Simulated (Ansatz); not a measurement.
# GdOs3: the cost of one run

Method: DFT PBE, scalar-relativistic, plane waves, PAW, in Ansatz 0.2.0.

2 further runs of the same task are left out: 2 that didn't finish. Runs told in other sessions of the task aren't counted.

## Step 1: The starting structure

Symmetry: Pm-3m, No. 221, cubic system. Conventional cell: a = 4.065 Å, b = 4.065 Å, c = 4.065 Å, α = 90.00°, β = 90.00°, γ = 90.00°. Gd (site symmetry m-3m) is surrounded by 12 Os at 2.87 Å. Os (site symmetry 4/mmm) is surrounded by 4 Gd at 2.87 Å and 8 Os at 2.87 Å.

As a file:

```
Gd Os
1.0
     4.06548    0.00000    0.00000
     0.00000    4.06548    0.00000
     0.00000    0.00000    4.06548
Gd Os
1 3
Direct
  0.00000 0.00000 0.00000
  0.00000 0.50000 0.50000
  0.50000 0.50000 0.00000
  0.50000 0.00000 0.50000
```

An earlier run at PBE left this cell at 16.799 Å³/atom and -0.03 GPa (8×8×8 mesh).

The changes: atom 3 (Os) moved 0.12 Å along y; atom 1 (Gd) moved 0.02 Å along y; strain e2 = -0.01, atoms carried along; strain e6 = +0.01, atoms carried along; all atoms moved at random (σ = 0.15 Å), cell strained at random (1 %); all atoms moved at random (σ = 0.03 Å), cell strained at random (1 %).

## Step 2: Atom 3 (Os) moved 0.12 Å along y

input.yaml

```yaml
crystal:
  lattice:
    - [4.0654842343, 0.0, 0.0]
    - [0.0, 4.0654842343, 0.0]
    - [0.0, 0.0, 4.0654842343]
  atoms:
    - { symbol: Gd, position: [0.0, 0.0, 0.0], spin: 7.49 }
    - { symbol: Os, position: [0.0, 0.5, 0.5] }
    - { symbol: Os, position: [0.5, 0.5295167791, 0.0] }
    - { symbol: Os, position: [0.5, 0.0, 0.5] }
basis:
  ecutwfc: 420
  ecutrho_ratio: 4
kpoints:
  mp_grid: { grid: [8, 8, 8] }
hamiltonian:
  xc: pbe
scf:
  occupations: { method: gaussian, width: 0.05 }
  lower_state_search: "off"
output:
  forces: true
  stress: true
  eigenvalues: true
  populations: true
  write_density: true
  write_potential: true
  elf: true
  volumetric_format: npy
magnetization:
  spin_polarized: true
checkpoint:
  read: start.run
  write: ck
  compress: false
  write_wavefunctions: false
  write_every: 100000
```

start.run holds the converged state of the cell before the atoms were moved.

Run with:

```
$ ansatz run input.yaml --threads 2 --pin off --max-ram 2662MiB --backend cpu --events-out ev --progress --plain --runs-dir out
```

What time and memory should one allow on 2 threads of Arm Neoverse V1, shared host?

About 52 s, with a peak of 0.71 GiB.
